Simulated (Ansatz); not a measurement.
# NbCrC3: from a guess to a relaxed structure

Aim: relax a trial structure of NbCrC3 and see where it ends.

Computed with Ansatz 0.2.0 (DFT PBE, scalar-relativistic, plane waves, PAW, unless a step's input says otherwise).

## Step 1: The structure to begin with

It takes space group Pm-3m (No. 221, cubic). Conventional cell: a = 4.133 Å, b = 4.133 Å, c = 4.133 Å, α = 90.00°, β = 90.00°, γ = 90.00°. Around Nb (site symmetry m-3m) lie 6 C at 2.07 Å. Cr (site symmetry m-3m) has 12 C at 2.92 Å as nearest neighbours. Around C (site symmetry 4/mmm) lie 2 Nb at 2.07 Å and 4 Cr at 2.92 Å.

Coordinates:

```
Nb Cr C
1.0
     4.13270    0.00000    0.00000
     0.00000    4.13270    0.00000
     0.00000    0.00000    4.13270
Nb Cr C
1 1 3
Direct
  0.50000 0.50000 0.50000
  0.00000 0.00000 0.00000
  0.00000 0.50000 0.50000
  0.50000 0.00000 0.50000
  0.50000 0.50000 0.00000
```

Recipe of the guess: random cell by space group and Wyckoff sites (Pm-3m, No. 221). Its size is a rough estimate.

## Step 2: A first look at the guess

input.yaml

```yaml
crystal:
  lattice:
    - [4.13269985, 0.0, 0.0]
    - [0.0, 4.13269985, 0.0]
    - [0.0, 0.0, 4.13269985]
  atoms:
    - { symbol: Nb, position: [0.5, 0.5, 0.5] }
    - { symbol: Cr, position: [0.0, 0.0, 0.0], spin: 3.0 }
    - { symbol: C, position: [0.0, 0.5, 0.5] }
    - { symbol: C, position: [0.5, 0.0, 0.5] }
    - { symbol: C, position: [0.5, 0.5, 0.0] }
basis:
  ecutwfc: 420
kpoints:
  mp_grid: { grid: [4, 4, 4] }
hamiltonian:
  xc: pbe
scf:
  occupations: { method: gaussian, width: 0.1 }
  lower_state_search: "off"
output:
  forces: true
  stress: true
  eigenvalues: true
  populations: true
magnetization:
  spin_polarized: true
```

Command:

```sh
$ ansatz run input.yaml --threads 1 --pin off --max-ram 2560MiB --backend cpu --events-out ev --progress --plain --runs-dir out
```

What it wrote, cut to the lines that bear on the results:

```text
Warning: RAYON_NUM_THREADS=1 ignored (pool sized by the plan → 1); use --threads N
[...]
Pseudopotentials: kind: paw
Pseudopotential: Nb, paw, valence charge 13, recommended cutoff 420 eV (normal), Nb.paw.azcp
Pseudopotential: Cr, paw, valence charge 14, recommended cutoff 420 eV (normal), Cr.paw.azcp
Pseudopotential: C, paw, valence charge 4, recommended cutoff 420 eV (normal), C.paw.azcp
Functional definition: PBE
[...]
Crystal: 5 atoms, lattice volume = 70.583 Å³
Basis set: ecut = 420 eV, 1357 PW (Γ), exchange–correlation on 60×60×60 points (8 copies of the dense FFT grid, shifted against one another)
Bands: 26, of which v1, the nominal top of the filled ones, is band 20 counted from 1 (19 counted from 0)
Symmetry: 48 space group operations
Space group: Pm-3m (ITA 221), of the structure as read, at distance tolerance 4.1e-5 Å
Magnetic group: BNS 221.92 (UNI 1594), of the structure as read, at distance tolerance 4.1e-5 Å
k-points: 10 of 64
[...]
Starting moments: Σ|m| = 3 μB on 1 of 5 sites
[...]
SCF iter   1: F=—  HF=-8687.125802 eV  |F-HF|=—  |Δ(HF+E_count)|=         —  Δρ=2.70e-1 (↑2.70e-1 ↓1.14e-1)  dr2=1.58e2  dr2_m=5.68e0  M=0.189 μB ∫|m|=0.239 μB  β_m=0.30  ethr=3.10e-3  ⟨swp⟩=4.8  Hψ=1872  notcnv=0
[...]
spin=Collinear: Kerker preconditioning applied to the charge; magnetization (m = ρ↑ − ρ↓) channel mixes plain (no charge-response kernel on spin).
[...]
SCF converged after 15 iterations
Magnetization: 3.9686 μB (21.4843 up, 17.5157 down)
Absolute magnetization: 4.3706 μB (∫|ρ↑−ρ↓|, with the PAW one-centre terms)
Spin contamination: 0.2619 ħ² per cell (⟨S²⟩ above its minimum at these occupations)
Per-site moments (μB) at R_I (Å): [(0.026541262525163097, 0.8523693440625001), (3.838688780076648, 1.2054322865242464), (-0.04610341613232349, 0.8523693440625001), (-0.046103416132323716, 0.8523693440625001), (-0.04610341613232353, 0.8523693440625001)]
Free energy (F): -8673.179680 eV
[...]
E sigma→0 (E₀):  -8673.174724 eV
Entropy (-TS):   -0.009913 eV (-1.983 meV/atom)
Fermi energy:    9.649733 eV
[...]
--- Forces (eV/Å), atoms counted from 1 ---
  atom   1  Nb     0.00000000     0.00000000    -0.00000000
  atom   2  Cr    -0.00000000    -0.00000000     0.00000000
  atom   3  C      0.00000000     0.00000000    -0.00000000
  atom   4  C      0.00000000    -0.00000000    -0.00000000
  atom   5  C     -0.00000000     0.00000000    -0.00000000
[...]
--- Stress (GPa, compression-positive) ---
       -0.667279       0.000000       0.000000
        0.000000      -0.667279       0.000000
        0.000000       0.000000      -0.667279
  P = ⅓ Tr σ = -0.6673 GPa (-6.673 kbar)
--- Band table (eV; the first three rows and the last of 20) ---
[... band rows left out ...]
[...]
--- Löwdin populations: 5 sites ---
  site symbol       q [e]    m [muB]
     0     Nb     12.4439     0.0693
     1     Cr     12.9801     4.1038
     2      C      4.4846    -0.0755
     3      C      4.4846    -0.0755
     4      C      4.4846    -0.0755
  spilling = 0.003138 (of n_electrons = 39.000000)
```

Run time: 1.4 s. Hardware: 1 thread of AMD EPYC 9R45 (Zen 5), shared host; peak memory 0.4 GiB.

Per atom:

| atom | moment in the atom's sphere (μB) | Löwdin electrons |
| --- | --- | --- |
| Nb1 | 0.03 | 12.44 |
| Cr2 | 3.84 | 12.98 |
| C3 | -0.05 | 4.48 |
| C4 | -0.05 | 4.48 |
| C5 | -0.05 | 4.48 |

The probe gives pressure -0.7 GPa, largest force 0.00 eV/Å, gap on this mesh none (metal). A guess like this is first relaxed loosely on the coarse mesh.

## Step 3: A loose first relaxation

Edit input.yaml of step 2 so:

```diff
@@ -27 +27,6 @@
   spin_polarized: true
+relax:
+  adjacent_minimum: "off"
+  f_tol: 0.04
+  max_steps: 70
+  cell: { stress_tol: 0.4 }
```

Command:

```sh
$ ansatz run input.yaml --threads 1 --pin off --max-ram 2560MiB --backend cpu --events-out ev --progress --plain --runs-dir out
```

What it wrote, cut to the lines that bear on the results:

```text
Warning: RAYON_NUM_THREADS=1 ignored (pool sized by the plan → 1); use --threads N
[...]
[... 5 set-up lines as earlier in the session ...]
[...]
Crystal: 5 atoms, lattice volume = 70.583 Å³
Basis set: ecut = 420 eV, 1357 PW (Γ), exchange–correlation on 60×60×60 points (8 copies of the dense FFT grid, shifted against one another)
Bands: 26, of which v1, the nominal top of the filled ones, is band 20 counted from 1 (19 counted from 0)
[... 2 set-up lines as earlier in the session ...]
[...]
--- Relaxed structure (2 steps of the walk, 2 accepted, 1 SCFs on fresh bases) ---
  F+E_penalty+E_count = -8673.18003611 eV   max|allowed force component| = 2.242e-30 eV/Å   (the final SCF, on the basis selected at the relaxed cell)
  cell:  # Å, volume = 70.1942 Å³
    - [4.125092843207508, 6.444843694108328e-35, -3.209883240645393e-35]
    - [6.444843694108328e-35, 4.125092843207508, 0.0]
    - [-6.419766481290786e-35, 0.0, 4.125092843207508]
  atoms:
    - { symbol: Nb, position: [0.5, 0.5, 0.5] }
    - { symbol: Cr, position: [-4.411676983235507e-34, 3.728177732311697e-35, 2.951474038080093e-35] }
    - { symbol: C, position: [1.87962294004048e-34, 0.5, 0.5] }
    - { symbol: C, position: [0.5, -4.815562904235941e-35, 0.5] }
    - { symbol: C, position: [0.5, 0.5, -9.32044433077924e-36] }
--- Löwdin populations: 5 sites ---
  site symbol       q [e]    m [muB]
     0     Nb     12.4467     0.0698
     1     Cr     12.9795     4.0977
     2      C      4.4839    -0.0736
     3      C      4.4839    -0.0736
     4      C      4.4839    -0.0736
  spilling = 0.003132 (of n_electrons = 39.000000)
```

It took 3 s on 1 thread of AMD EPYC 9R45 (Zen 5), shared host; peak memory 0.39 GiB.

Step by step:

```
step  energy from step 1 (eV/cell)  largest force component (eV/Å)  pressure (GPa)  volume (Å³)
   1                        0.0000                          0.0000           -0.67        70.58
   2                       -0.0013                          0.0000            0.10        70.19
   3                       -0.0004                          0.0000            0.08        70.19
```

Step 1 is the start. Step 3 repeats the geometry before it on a plane-wave basis chosen anew for that cell, so its energy need not be comparable with the rows above.

|  | before | after | change |
| --- | --- | --- | --- |
| a (Å) | 4.133 | 4.125 | -0.2 % |
| b (Å) | 4.133 | 4.125 | -0.2 % |
| c (Å) | 4.133 | 4.125 | -0.2 % |
| volume (Å³/atom) | 14.12 | 14.04 | -0.6 % |
| shortest distance (Å) | 2.066 | 2.063 | -0.2 % |
| space group (0.01 Å) | Pm-3m | Pm-3m | same |

Forces and stress were held to the start's 48 operations: a distortion of lower symmetry was not tested.

By site:

```csv
atom,moment in the atom's sphere (μB),Löwdin electrons
Nb1,0.03,12.45
Cr2,3.83,12.98
C3,-0.04,4.48
C4,-0.04,4.48
C5,-0.04,4.48
```

## Step 4: Relaxation on the finer mesh

The end of the coarse run is made exact in the group found at a tolerance of 0.06 Å and reduced to its primitive cell.

input.yaml

```yaml
crystal:
  lattice:
    - [4.1250928432, 0.0, 0.0]
    - [0.0, 4.1250928432, 0.0]
    - [0.0, 0.0, 4.1250928432]
  atoms:
    - { symbol: Nb, position: [0.5, 0.5, 0.5] }
    - { symbol: Cr, position: [0.0, 0.0, 0.0], spin: 4.22 }
    - { symbol: C, position: [0.0, 0.5, 0.5] }
    - { symbol: C, position: [0.5, 0.0, 0.5] }
    - { symbol: C, position: [0.5, 0.5, 0.0] }
basis:
  ecutwfc: 420
kpoints:
  mp_grid: { grid: [10, 10, 10] }
hamiltonian:
  xc: pbe
scf:
  occupations: { method: gaussian, width: 0.1 }
output:
  forces: true
  stress: true
  eigenvalues: true
  populations: true
magnetization:
  spin_polarized: true
relax:
  adjacent_minimum: "off"
  f_tol: 0.01
  max_steps: 80
  cell: { stress_tol: 0.05 }
```

Command:

```sh
$ ansatz run input.yaml --threads 1 --pin off --max-ram 2560MiB --backend cpu --events-out ev --progress --plain --runs-dir out
```

What it wrote, cut to the lines that bear on the results:

```text
Warning: RAYON_NUM_THREADS=1 ignored (pool sized by the plan → 1); use --threads N
[...]
[... 5 set-up lines as earlier in the session ...]
[...]
Crystal: 5 atoms, lattice volume = 70.194 Å³
Basis set: ecut = 420 eV, 1357 PW (Γ), exchange–correlation on 60×60×60 points (8 copies of the dense FFT grid, shifted against one another)
Bands: 27, of which v1, the nominal top of the filled ones, is band 20 counted from 1 (19 counted from 0)
[... 2 set-up lines as earlier in the session ...]
[...]
--- Relaxed structure (2 steps of the walk, 2 accepted, 1 SCFs on fresh bases) ---
  F+E_penalty+E_count = -8672.91282240 eV   max|allowed force component| = 8.572e-30 eV/Å   (the final SCF, on the basis selected at the relaxed cell)
  cell:  # Å, volume = 71.0024 Å³
    - [4.140863561479594, -3.5308715647099323e-34, -1.2839532962581572e-34]
    - [-3.5308715647099323e-34, 4.140863561479594, 0.0]
    - [-1.2839532962581572e-34, 0.0, 4.140863561479594]
  atoms:
    - { symbol: Nb, position: [0.5, 0.5, 0.5] }
    - { symbol: Cr, position: [-4.984933743802179e-37, 4.559390619331256e-39, -2.431674996976673e-38] }
    - { symbol: C, position: [2.9180099963719766e-37, 0.5, 0.5] }
    - { symbol: C, position: [0.5, 1.9757359350427198e-38, 0.5] }
    - { symbol: C, position: [0.5, 0.5, -1.519796873107523e-39] }
--- Löwdin populations: 5 sites ---
  site symbol       q [e]    m [muB]
     0     Nb     12.4216     0.0293
     1     Cr     12.9856     4.0817
     2      C      4.4900    -0.1044
     3      C      4.4900    -0.1044
     4      C      4.4900    -0.1044
  spilling = 0.003145 (of n_electrons = 39.000000)
```

Wall time 15 s (1 thread of AMD EPYC 9R45 (Zen 5), shared host); peak memory 0.55 GiB.

Step by step:

| step | energy from step 1 (eV/cell) | largest force component (eV/Å) | pressure (GPa) | volume (Å³) |
| --- | --- | --- | --- | --- |
| 1 | 0.0000 | 0.0000 | 1.41 | 70.19 |
| 2 | -0.0022 | 0.0000 | -0.04 | 71.00 |
| 3 | -0.0035 | 0.0000 | -0.01 | 71.00 |

Step 1 is the start. Step 3 repeats the geometry before it on a plane-wave basis chosen anew for that cell, so its energy need not be comparable with the rows above.

|  | before | after | change |
| --- | --- | --- | --- |
| a (Å) | 4.125 | 4.141 | +0.4 % |
| b (Å) | 4.125 | 4.141 | +0.4 % |
| c (Å) | 4.125 | 4.141 | +0.4 % |
| volume (Å³/atom) | 14.04 | 14.20 | +1.2 % |
| shortest distance (Å) | 2.063 | 2.070 | +0.4 % |
| space group (0.01 Å) | Pm-3m | Pm-3m | same |

Forces and stress were held to the start's 48 operations: a distortion of lower symmetry was not tested.

Per atom:

```
atom  moment in the atom's sphere (μB)  Löwdin electrons
 Nb1                              0.01             12.42
 Cr2                              3.82             12.99
  C3                             -0.06              4.49
  C4                             -0.06              4.49
  C5                             -0.06              4.49
```

## Step 5: Outcome

```
                              quantity                                                                      value
symmetry at the end (tolerance 0.05 Å)                                                space group Pm-3m (No. 221)
                     conventional cell  a = 4.141 Å, b = 4.141 Å, c = 4.141 Å, α = 90.00°, β = 90.00°, γ = 90.00°
                                volume                                                              14.20 Å³/atom
              energy over the elements                                                              +1.99 eV/atom
                       gap on the mesh                                                               none (metal)
                          total moment                                                               3.82 μB/cell
```

In words: The space group Pm-3m (No. 221) is kept, and the volume per atom grows by 0.6 % from the first guess. The formation energy is positive, so the separate elements lie lower. No finished test with a distortion of lower symmetry is shown, so the end may be a saddle point. Other magnetic orders were not searched.
